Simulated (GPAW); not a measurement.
# GeW (Fm-3m) in GPAW: notebook

Runs on GeW. Level: PBE+U. Tasks: single point.

Program: GPAW 26.7.0. These are calculated values, not measurements. Logs are shortened: lines on timing, memory, paths and dates and some standing lists are left out, and cuts for length are marked. The log counts tension as positive stress, the text compression.

**1. The structure**

Symmetry: Fm-3m, No. 225, cubic system. Conventional cell: a = 5.155 Å, b = 5.155 Å, c = 5.155 Å, α = 90.00°, β = 90.00°, γ = 90.00°. Around Ge (site symmetry m-3m) lie 6 W at 2.58 Å. W (site symmetry m-3m) has 6 Ge at 2.58 Å as nearest neighbours.

The cell was built by a generator and needn't be a form met in nature.

**2. Single point, PBE+U**

Contents of run.py:

```python
from ase.dft.bandgap import bandgap
from ase.io import read, write
from ase.units import GPa
from gpaw import GPAW, PW

atoms = read('GeW.xyz')

calc = GPAW(mode=PW(600),
            xc='PBE',
            kpts={'size': (9, 9, 9), 'gamma': True},
            occupations={'name': 'fermi-dirac', 'width': 0.05},
            setups={'W': ':d,3.0'},
            nbands=19,
            convergence={'density': 1e-05, 'energy': 1e-05},
            maxiter=150,
            txt='gpaw.txt')
atoms.calc = calc
energy = atoms.get_potential_energy()
forces = atoms.get_forces()
stress = atoms.get_stress()
calc.write('gs.gpw')
write('result.traj', atoms)
print(f'Energy: {energy:.6f} eV')
print('Forces (eV/A):')
print(forces.round(4))
print('Stress (GPa):', (stress / GPa).round(3))
print('Fermi level:', round(calc.get_fermi_level(), 4), 'eV')
print(f'Gap: {bandgap(calc)[0]:.4f} eV, direct: {bandgap(calc, direct=True)[0]:.4f} eV')
```

Contents of GeW.xyz:

```xyz
2
Lattice="0.0000000000 2.5776100000 2.5776100000 2.5776100000 0.0000000000 2.5776100000 2.5776100000 2.5776100000 0.0000000000" Properties=species:S:1:pos:R:3 pbc="T T T"
Ge     2.5776100000      2.5776100000      2.5776100000
W      0.0000000000      0.0000000000      0.0000000000
```

Potentials or basis: GPAW PAW data sets (gpaw-data 1.2.1), pw.

Launch:

```
> OMP_NUM_THREADS=1 python run.py
```

gpaw.txt:

```text
__  _  _
 | _ |_)|_||  |
 |__||  | ||/\| - 26.7.0

Input parameters:
  mode=PW(ecut=600.0),
  convergence={'density': 1e-05, 'energy': 1e-05},
  kpts=MonkhorstPack(size=(9, 9, 9), gamma=True),
  maxiter=150,
  nbands=19,
  occupations=Occupations(name='fermi-dirac', width=0.05),
  setups={'W': ':d,3.0'},
  xc=XC(name='PBE')

Diagonalizing LCAO Hamiltonian
Converting LCAO to pw mode

               Ge

       W

Atoms  # Å, Bohr magnetons
|   | symbol |        x |        y |        z |    initial magnetic moments |
|---|--------|----------|----------|----------|-----------------------------|
| 0 |     Ge | 2.577610 | 2.577610 | 2.577610 | ( 0.0000,  0.0000,  0.0000) |
| 1 |      W | 0.000000 | 0.000000 | 0.000000 | ( 0.0000,  0.0000,  0.0000) |

Unit cell  # Å
| periodic |        x |        y |        z |  lengths |    angles |
|----------|----------|----------|----------|----------|-----------|
|      yes | 0.000000 | 2.577610 | 2.577610 | 3.645291 | 60.000000 |
|      yes | 2.577610 | 0.000000 | 2.577610 | 3.645291 | 60.000000 |
|      yes | 2.577610 | 2.577610 | 0.000000 | 3.645291 | 60.000000 |

Number of symmetries: 48
Symmetry operations  # r_c * U_cc + t_c -> r_c
|    | kind |            matrix            |
|----|------|------------------------------|
|  0 |  σ   |  1, 0, 0,  1, 0,-1,  1,-1, 0 |
|  1 |  C2  |  1, 0, 0,  1,-1, 0,  1, 0,-1 |
|  2 |  E   |  1, 0, 0,  0, 1, 0,  0, 0, 1 |
|  3 |  σ   |  1, 0, 0,  0, 0, 1,  0, 1, 0 |
|  4 |  C4  |  1, 0,-1,  1, 0, 0,  1,-1, 0 |
|  5 |  S6  |  1, 0,-1,  1,-1, 0,  1, 0, 0 |
|  6 |  σ   |  1, 0,-1,  0, 1,-1,  0, 0,-1 |
|  7 |  C3  |  1, 0,-1,  0, 0,-1,  0, 1,-1 |
|  8 |  S6  |  1,-1, 0,  1, 0, 0,  1, 0,-1 |
|  9 |  C4  |  1,-1, 0,  1, 0,-1,  1, 0, 0 |
| 10 |  C3  |  1,-1, 0,  0,-1, 1,  0,-1, 0 |
| 11 |  σ   |  1,-1, 0,  0,-1, 0,  0,-1, 1 |
| 12 |  σ   |  0, 1, 0,  1, 0, 0,  0, 0, 1 |
| 13 |  C4  |  0, 1, 0,  0, 1,-1, -1, 1, 0 |
| 14 |  C3  |  0, 1, 0,  0, 0, 1,  1, 0, 0 |
| 15 |  S6  |  0, 1, 0, -1, 1, 0,  0, 1,-1 |
| 16 |  C2  |  0, 1,-1,  1, 0,-1,  0, 0,-1 |
| 17 |  σ   |  0, 1,-1,  0, 1, 0, -1, 1, 0 |
| 18 |  S4  |  0, 1,-1,  0, 0,-1,  1, 0,-1 |
| 19 |  C4  |  0, 1,-1, -1, 1, 0,  0, 1, 0 |
| 20 |  C3  |  0, 0, 1,  1, 0, 0,  0, 1, 0 |
| 21 |  σ   |  0, 0, 1,  0, 1, 0,  1, 0, 0 |
| 22 |  S6  |  0, 0, 1,  0,-1, 1, -1, 0, 1 |
| 23 |  C4  |  0, 0, 1, -1, 0, 1,  0,-1, 1 |
| 24 |  S4  |  0, 0,-1,  1, 0,-1,  0, 1,-1 |
| 25 |  C3  |  0, 0,-1,  0, 1,-1,  1, 0,-1 |
| 26 |  C2  |  0, 0,-1,  0,-1, 0, -1, 0, 0 |
| 27 |  S6  |  0, 0,-1, -1, 0, 0,  0,-1, 0 |
| 28 |  S4  |  0,-1, 1,  1,-1, 0,  0,-1, 0 |
| 29 |  C4  |  0,-1, 1,  0, 0, 1, -1, 0, 1 |
| 30 |  C2  |  0,-1, 1,  0,-1, 0,  1,-1, 0 |
| 31 |  σ   |  0,-1, 1, -1, 0, 1,  0, 0, 1 |
| 32 |  C3  |  0,-1, 0,  1,-1, 0,  0,-1, 1 |
| 33 |  S6  |  0,-1, 0,  0, 0,-1, -1, 0, 0 |
| 34 |  S4  |  0,-1, 0,  0,-1, 1,  1,-1, 0 |
| 35 |  C2  |  0,-1, 0, -1, 0, 0,  0, 0,-1 |
| 36 |  C2  | -1, 1, 0,  0, 1, 0,  0, 1,-1 |
| 37 |  S6  | -1, 1, 0,  0, 1,-1,  0, 1, 0 |
| 38 |  S4  | -1, 1, 0, -1, 0, 1, -1, 0, 0 |
| 39 |  C3  | -1, 1, 0, -1, 0, 0, -1, 0, 1 |
| 40 |  S6  | -1, 0, 1,  0, 0, 1,  0,-1, 1 |
| 41 |  C2  | -1, 0, 1,  0,-1, 1,  0, 0, 1 |
| 42 |  C3  | -1, 0, 1, -1, 1, 0, -1, 0, 0 |
| 43 |  S4  | -1, 0, 1, -1, 0, 0, -1, 1, 0 |
| 44 |  C2  | -1, 0, 0,  0, 0,-1,  0,-1, 0 |
| 45 |  i   | -1, 0, 0,  0,-1, 0,  0, 0,-1 |
| 46 |  σ   | -1, 0, 0, -1, 1, 0, -1, 0, 1 |
| 47 |  C2  | -1, 0, 0, -1, 0, 1, -1, 1, 0 |

BZ-sampling:
  Number of BZ points: 729
  Number of IBZ points: 35

  Monkhorst-Pack size: [9, 9, 9]
  Monkhorst-Pack shift: [0, 0, 0]

K-points  # in reciprocal-cell coordinates
|     |                                coordinates |     weight |
|-----|--------------------------------------------|------------|
|   0 | (  0.00000000,   0.00000000,   0.00000000) | 0.00137174 |
|   1 | (  0.11111111,   0.11111111,   0.00000000) | 0.00823045 |
|   2 | (  0.11111111,   0.11111111,   0.11111111) | 0.01097394 |
|   3 | (  0.22222222,   0.11111111,   0.11111111) | 0.01646091 |
|   4 | (  0.22222222,   0.22222222,   0.00000000) | 0.00823045 |
|   5 | (  0.22222222,   0.22222222,   0.11111111) | 0.03292181 |
|   6 | (  0.22222222,   0.22222222,   0.22222222) | 0.01097394 |
|   7 | (  0.33333333,   0.22222222,   0.11111111) | 0.03292181 |
|   8 | (  0.33333333,   0.22222222,   0.22222222) | 0.03292181 |
|   9 | (  0.33333333,   0.33333333,  -0.33333333) | 0.01646091 |
| ... |                                            |            |
|  34 | (  0.44444444,   0.44444444,   0.44444444) | 0.01097394 |

Plane wave coefficients: 1158
Cutoff: 600.0 eV

Spin-components: 1 (collinear spins)
Bands:           19
Projectors:      11
Spin-degeneracy: 2
Datatype:        complex128

Parallelization:
  kpt:    1
  domain: 1
  band:   1

Density:
  Valence electrons: 18.0
  Components: 1
  Grid points: [21 21 21]
  Charge: 0.0  # |e|

Potential:
  Grid points: [21 21 21]

species:
  Ge:
    name:    Germanium
    Z:       32.0
    valence: 4
    core:    28
    charge:  0.0  # [|e|]
    compensation charges:
      type: gauss
      rc: 0.32  # [Å]
      lmax: 2
    cutoffs:
      filter: 1.77  # [Å]
      core: 3.42  # [Å]
    projectors
    | kind |    occ | energy [eV] | rcut [Å] |
    |------|--------|-------------|----------|
    |   4s |  2.000 |     -11.726 |    1.005 |
    |   4p |  2.000 |      -3.896 |    1.005 |
    |    s |        |      15.485 |    1.005 |
    |    p |        |      23.315 |    1.005 |
    |    d |        |       0.000 |    1.005 |

    Using partial waves for Ge as LCAO basis

  W:
    name:    Tungsten
    Z:       74.0
    valence: 14
    core:    60
    charge:  0.0  # [|e|]
    Hubbard: {U: 3.0,  # eV
              l: 2,
              scale: True}
    compensation charges:
      type: gauss
      rc: 0.40  # [Å]
      lmax: 2
    cutoffs:
      filter: 2.36  # [Å]
      core: 3.02  # [Å]
    projectors
    | kind |    occ | energy [eV] | rcut [Å] |
    |------|--------|-------------|----------|
    |   5s |  2.000 |     -78.830 |    1.344 |
    |   6s |  2.000 |      -5.697 |    1.344 |
    |   5p |  6.000 |     -43.233 |    1.355 |
    |   6p |  0.000 |      -1.367 |    1.355 |
    |   5d |  4.000 |      -4.494 |    1.228 |
    |    d |        |      22.717 |    1.228 |

    Using partial waves for W as LCAO basis

Reference energy: -495869.309508  # eV

eigensolver:
  PPCG
  Converge bands: occupied
  niter=2

density mixing:
  MSR1-Mixer
  Pratt-step length: 0.05
  Maximum mixing coefficient: 0.75
  Old densities: 10
  SVD Regularization: 0.005
  Good broyden scale: 1.0
  Trust region scale: 1.0
  Backstep threshold: 4.0
  History deletion threshold: 6.0
  Fourier metric: weight=20.0, sigma=0.015

occupation numbers:
  Fermi-Dirac:
    width: 0.0500  # eV

poisson solver:
  ecut: 4800.0  # eV

xc functional:
  name: PBE with 2 nearest neighbor stencil

convergence criteria:
- Maximum integral of absolute [dens]ity change: 1e-05 electrons / valence electron
- Maximum [total energy] change in last 3 cyles: 1e-05 eV / valence electron
- Maximum integral of absolute [eigenst]ate change: 4e-08 eV^2 / valence electron
maximum number of iterations: 150

SCF iterations
|iter     | |      energy | eigst |  dens |
|---------|-|-------------|-------|-------|
|iter:   1| |  -10.866252 | -0.04 |       |
|iter:   2| |  -10.795000 | -2.70 | -1.18 |
|iter:   3| |  -10.638515 | -1.89 | -1.22 |
|iter:   4| |  -10.661163 | -3.78 | -1.73 |
|iter:   5| |  -10.677919 | -3.98 | -1.97 |
|iter:   6| |  -10.679098 | -5.05 | -2.85 |
|iter:   7| |  -10.679571 | -5.64 | -3.24 |
|iter:   8| |  -10.679629 | -6.73 | -3.77 |
|iter:   9| |  -10.679632c| -7.55c| -4.58 |
|iter:  10| |  -10.679632c| -8.51c| -5.22c|

Converged in 10 steps
Energy contributions relative to reference atoms: (reference = -495869.309508)

Energy contributions:
  Kinetic:          18.033630
  Coulomb:         -16.089162
  Zero:             -0.047195
  External:          0.000000
  Xc:              -12.567440
  Entropy:          -0.018930
  Spinorbit:         0.000000
  ----------------------------
  Free energy:     -10.689097
  Extrapolated:    -10.679632

dipole moment: (-19.125615, -19.125615, -19.125615)  # |e|*Ang

Fermi level: 11.350
Eigenvalues  # (at kpt = [0.000, 0.000, 0.000])
| band index |      eig [eV] | occ [0-2] |
|------------|---------------|-----------|
|          0 |       -63.251 |     2.000 |
|        ... |               |           |
|          2 |       -27.691 |     2.000 |
|          3 |       -27.691 |     2.000 |
|          4 |        -1.109 |     2.000 |
|          5 |         9.792 |     2.000 |
|          6 |         9.792 |     2.000 |
|          7 |         9.792 |     2.000 |
[... 9 lines left out ...]
|         17 |        26.238 |     0.000 |
|         18 |        26.727 |     0.000 |

No gap
No difference between direct/indirect transitions

Forces  # eV/Ang
|        x |        y |        z |
|----------|----------|----------|
| -0.00000 | -0.00000 | -0.00000 |  # Ge   0
|  0.00000 |  0.00000 |  0.00000 |  # W    1

Stress tensor  # eV/Ang^3
|         x |         y |         z |
|-----------|-----------|-----------|
| -0.008151 | -0.000000 |  0.000000 |
| -0.000000 | -0.008151 |  0.000000 |
|  0.000000 |  0.000000 | -0.008151 |

# Writing to gs.gpw (mode='')
```

Run time: 19 s. Hardware: 1 thread of Arm Neoverse V1, shared host; peak memory 0.15 GiB.

What came out:

| Quantity | Value |
| --- | --- |
| Free energy | -10.6891 eV |
| Pressure | 1.3 GPa |
| Band gap on the k mesh | none (metal or under the smearing width) |

Levels at points of the mesh, in eV from the Fermi level:
```
           k point  band 5  band 6  band 7  band 8  band 9  band 10  band 11  band 12  band 13  band 14
(0.00, 0.00, 0.00)  -12.46   -1.56   -1.56   -1.56   -1.17    -1.17     2.31     2.31     2.31     7.46
```

Caveat: U without spin polarisation on a metal has little footing; the U is typed as a test and isn't derived for this compound.

**3. Single point, PBE+U**

Changes to run.py since step 2:

```diff
@@ -11,3 +11,3 @@
             occupations={'name': 'fermi-dirac', 'width': 0.05},
-            setups={'W': ':d,3.0'},
+            setups={'W': ':d,4.0'},
             nbands=19,
```

GeW.xyz is that of step 2.

Potentials or basis: GPAW PAW data sets (gpaw-data 1.2.1), pw.

Launch:

```
> OMP_NUM_THREADS=1 python run.py
```

Run time: 20 s. Hardware: 1 thread of Arm Neoverse V1, shared host; peak memory 0.15 GiB.

Results (log left out):

| Item | Value |
| --- | --- |
| Free energy | -9.4858 eV |
| Pressure | 1.7 GPa |
| Band gap on the k mesh | none (metal or under the smearing width) |

Levels at points of the mesh, in eV from the Fermi level:
| k point | band 7 | band 8 | band 9 | band 10 | band 11 | band 12 |
| --- | --- | --- | --- | --- | --- | --- |
| (0.00, 0.00, 0.00) | -1.53 | -1.53 | -1.36 | -1.36 | 2.22 | 2.22 |

Caveat: U without spin polarisation on a metal has little footing; the U is typed as a test and isn't derived for this compound. The run has no spin-orbit coupling, so splittings on W are missing.

**4. Single point, PBE+U**

Changes to run.py since step 3:

```diff
@@ -11,3 +11,3 @@
             occupations={'name': 'fermi-dirac', 'width': 0.05},
-            setups={'W': ':d,4.0'},
+            setups={'W': ':d,5.0'},
             nbands=19,
```

GeW.xyz is that of step 3.

Launch:

```
> OMP_NUM_THREADS=1 python run.py
```

Run time: 21 s. Hardware: 1 thread of Arm Neoverse V1, shared host; peak memory 0.15 GiB.

It converged, with:

* Free energy: -8.2951 eV
* Pressure: 2.2 GPa
* Band gap on the k mesh: none (metal or under the smearing width)

Levels at points of the mesh, in eV from the Fermi level:
| k point | band 6 | band 7 | band 8 | band 9 | band 10 | band 11 | band 12 | band 13 |
| --- | --- | --- | --- | --- | --- | --- | --- | --- |
| (0.00, 0.00, 0.00) | -1.63 | -1.63 | -1.49 | -1.49 | -1.49 | 2.11 | 2.11 | 2.11 |

Caveat: U without spin polarisation on a metal has little footing; the U is typed as a test and isn't derived for this compound.

**5. Single point, PBE+U**

Changes to run.py since step 4:

```diff
@@ -11,3 +11,3 @@
             occupations={'name': 'fermi-dirac', 'width': 0.05},
-            setups={'W': ':d,5.0'},
+            setups={'W': ':d,6.0'},
             nbands=19,
```

GeW.xyz is that of step 4.

Launch:

```
> OMP_NUM_THREADS=1 python run.py
```

It took 30 s on 1 thread of Arm Neoverse V1, shared host; peak memory 0.15 GiB.

Results (log left out):

| Quantity | Value |
| --- | --- |
| Free energy | -7.1600 eV |
| Pressure | 7.0 GPa |
| Band gap on the k mesh | none (metal or under the smearing width) |

Levels at points of the mesh, in eV from the Fermi level:
```tsv
k point	band 5	band 6	band 7	band 8	band 9	band 10	band 11	band 12	band 13	band 14
(0.00, 0.00, 0.00)	-12.86	-2.55	-2.55	-1.15	-1.15	-1.15	1.93	1.93	1.93	7.06
```

Caveat: U without spin polarisation on a metal has little footing; the U is typed as a test and isn't derived for this compound.

**6. Single point, PBE+U**

Changes to run.py since step 5:

```diff
@@ -11,3 +11,3 @@
             occupations={'name': 'fermi-dirac', 'width': 0.05},
-            setups={'W': ':d,6.0'},
+            setups={'W': ':d,8.0'},
             nbands=19,
```

GeW.xyz is that of step 5.

Potentials or basis: GPAW PAW data sets (gpaw-data 1.2.1), pw.

Launch:

```
> OMP_NUM_THREADS=1 python run.py
```

It took 43 s on 1 thread of Arm Neoverse V1, shared host; peak memory 0.15 GiB.

The run converged. Its results:

```yaml
Free_energy: -5.6193 eV
Pressure: 35.1 GPa
Band_gap_on_the_k_mesh: none (metal or under the smearing width)
```

Levels at points of the mesh, in eV from the Fermi level:
```tsv
k point	band 6	band 7	band 8	band 9	band 10	band 11	band 12	band 13
(0.00, 0.00, 0.00)	-5.14	-5.14	0.26	0.26	0.26	1.71	1.71	1.71
```

Caveat: a pressure of tens of GPa on the cell as given is suspect, and the run, the potentials or the cell itself is likely at fault; U without spin polarisation on a metal has little footing; the U is typed as a test and isn't derived for this compound. Spin-orbit coupling is left out, which matters for the levels of W.

**7. Summary**

| U | gap on the mesh (eV) | pressure (GPa) |
| --- | --- | --- |
| W d U = 3 eV | none | 1.3 |
| W d U = 4 eV | none | 1.7 |
| W d U = 5 eV | none | 2.2 |
| W d U = 6 eV | none | 7.0 |
| W d U = 8 eV | none | 35.1 |

Alike in all rows: task single point; level PBE+U; potentials or basis GPAW PAW data sets (gpaw-data 1.2.1), pw; no spin polarisation; cell as given; k mesh 9 × 9 × 9; cutoff (eV) 600; smearing fermi-dirac 0.05 eV.

Every run on the cell as given and a fine mesh finds a metal.

Caveats: U without spin polarisation on a metal has little footing; the U is typed as a test and isn't derived for this compound; a pressure of tens of GPa on the cell as given is suspect, and the run, the potentials or the cell itself is likely at fault (some runs).

Absolute energies hang on the potentials; compare differences alone.
